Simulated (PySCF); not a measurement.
# C2H4BCl3: the cost of one run

Programs: PySCF 2.14.0, with density-fitted response routines of our own. Each step states its level of theory. These are calculated values for one molecule in the gas phase, unless marked as measured. Atoms count from 0, in the outputs and in this text.

### Step 1. Starting geometry

10 atoms, charge 0, multiplicity 1; geometry from: GFN2-xTB. The atoms were then displaced at random by about 0.01 Å, so the start is not that level's minimum.

Bonds of the start (Å): Cl0–C1 1.76, C1–C2 1.52, C2–B3 1.65, B3–Cl4 1.69, B3–Cl5 1.70, C1–H6 1.09, C1–H7 1.09, C2–H8 1.06, C2–H9 1.10.

### Step 2. Geometry optimisation at PBE0-D3(BJ)/def2-SVP

What the job is given:

```
{"job": {"xc": "PBE0", "basis": "def2-SVP", "d3": "d3bj", "grid": 1, "shake": 0.01, "kind": "geom"}, "charge": 0, "multiplicity": 1}
Cl    -2.667650    -0.390390     0.164870
C     -0.947160    -0.672220     0.382110
C     -0.146010     0.499330    -0.162370
B      1.485610     0.342350    -0.015650
Cl     2.486830     1.577750    -0.586310
Cl     2.144540    -1.055010     0.692890
H     -0.771450    -0.811170     1.452670
H     -0.696190    -1.586500    -0.149590
H     -0.387300     0.661050    -1.186280
H     -0.450790     1.413880     0.363210
```

Command:

```sh
$ OMP_NUM_THREADS=1 python probes_run.py task.json out
```

One launch serves the whole session: the jobs run in the order shown.

**Question.** How long does this first job take on 1 thread of Arm Neoverse N1, shared host, and how much memory does it need?

About 79 s, with a peak of 0.5 GiB.
